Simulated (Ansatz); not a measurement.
# COSe: the cost of one run

Computed with Ansatz 0.2.0, driven from Python. The levels of theory stand in the script.

### Step 1. Starting point

Bond lengths: O1–C2 1.171 Å, C2–Se3 1.825 Å. Angles: O1–C2–Se3 179.4°.

The script reads cose.xyz:

```xyz
3

O    -0.85680    1.01230   -0.36740
C    -0.13730    0.14260   -0.05670
Se    0.98310   -1.21980    0.41090
```

### Step 2. Script

cose_cas.py

```python
'''Active-space calculation on COSe.'''

import ansatz as az

mol = az.Crystal.molecule_from_extxyz('cose.xyz')

setup = (
    mol.calculation()
    .basis(gaussian='def2-SVP')
    .correlation(active_electrons=4, active_orbitals=4)  # correlation on top of the mean field
)
for method in [None, 'sc_nevpt2']:
    summary = (setup if method is None else setup.correlation(method)).run(threads=1).report
    space = summary['configurations']
    state = space['states'][0]
    print(method or 'casscf', f'total {summary["free_energy_ev"] / 27.211386246:.6f} Ha, active-space state {state["energy"]["hartree"]:.6f} Ha, mean field {summary["reference_energy_ev"] / 27.211386246:.6f} Ha')
    print('  determinants', state['n_determinants'], ' natural occupations', [round(n, 3) for n in space['natural_occupations']])
```

### Step 3. The run

Run with:

```console
$ python cose_cas.py
```

What time and memory should one allow on 1 thread of Intel Xeon Platinum 8259CL at 2.50GHz (Skylake/Cascade Lake), shared host?

About 6.5 s, with a peak of 0.19 GiB.
